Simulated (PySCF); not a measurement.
# [Yb(HCN)]3+: other functionals and bases at one geometry

An exercise on one series of results from a longer session: the logs are not shown, and one member is left open.

The runs use PySCF 2.14.0; several levels, as the steps say, no spin–orbit coupling.

1 further run of the same task is left out (for a known fault of the program).

## The system as given

4 atoms, charge 3, spin multiplicity 1.

Bond lengths: Yb1–N2 2.153 Å, N2–C3 1.167 Å, C3–H4 1.118 Å. Angles: Yb1–N2–C3 180.0°, N2–C3–H4 180.0°.

Geometry (Å):

```
Yb    0.0000    0.0000   -0.1981
N     0.0000    0.0000    1.9551
C     0.0000    0.0000    3.1221
H     0.0000    0.0000    4.2403
```

Formal oxidation states: Yb +3. Each metal's 13 4f electrons lie in its core potential, so multiplicities, spins and levels count the valence alone. An earlier session relaxed this geometry at PBE0, Yb lcecp-1-SVP with ECP59, N def2-SVP, C def2-SVP, H def2-SVP (singlet, point group C∞v).

At PBE0 on the finer grid: E = -131.299774 Eh, HOMO -27.42 eV, LUMO -19.96 eV, Mulliken charge on Yb1 +2.48 e, largest force component 0.002 eV/Å. 

Levels to run: TPSS; revPBE; PBE0, TZVP. Hardware: 2 threads of Intel Xeon Platinum 8488C (Sapphire Rapids), shared host.

Set-up of the first run:

Contents of run.py (the lines that set the calculation):

```python
mol = gto.M(atom='''
Yb     0.00000     0.00000    -0.19815
N      0.00000     0.00000     1.95510
C      0.00000     0.00000     3.12215
H      0.00000     0.00000     4.24026''',
    basis={'Yb': 'lcecp-1-SVP', 'N': 'def2-SVP', 'C': 'def2-SVP', 'H': 'def2-SVP'},
    ecp={'Yb': 'lcecp-1-SVP'},
    charge=3, spin=0)
mf = dft.RKS(mol, xc='TPSS')
mf.grids.atom_grid = (75, 302)  # f atoms: unpruned, at least (60, 302)
mf = mf.density_fit()  # fitting sets: Yb AutoAux, N def2-universal-JKFIT, C def2-universal-JKFIT, H def2-universal-JKFIT
mf.conv_tol = 1e-08; mf.max_cycle = 55
mf.kernel(dm0)  # dm0: the density of the relaxed state
```

Started as:

```sh
> OMP_NUM_THREADS=2 python run.py
```

Steps of the session up to this table: TPSS; revPBE; PBE0, TZVP.

One table of the session follows, with a row left open; its other results are not shown here.

```
              level  HOMO (eV)  gap (eV)  charge on Yb1 (e)  dipole (D)  largest force component (eV/Å)
PBE0 (relaxed here)     -27.42      7.46               2.48        5.52                            0.00
               TPSS     -26.12      5.36               2.45        5.70                            1.11
             revPBE     -26.12      5.11               2.42        5.77                            1.58
         PBE0, TZVP          ?         ?                  ?           ?                               ?
```

**Question.** Estimate the row for PBE0, TZVP.

As computed: HOMO (eV): -27.33; gap (eV): 7.41; charge on Yb1 (e): 2.59; dipole (D): 5.57; largest force component (eV/Å): 0.85. In the column «HOMO (eV)» it lies between PBE0 (relaxed here) (-27.42) and TPSS (-26.12).

The dipole of a charged species depends on the origin, so these sizes hold for this origin alone.

In one basis the HOMO–LUMO gap runs from 5.11 eV (revPBE) to 7.46 eV (PBE0). The largest leftover force, 1.58 eV/Å with revPBE, stands at a geometry relaxed at another level. With 4f in the core, its levels are missing from HOMO and gap, and its count is fixed, so no charge can pass from the ligands into it. Total energies of different levels can't be compared.
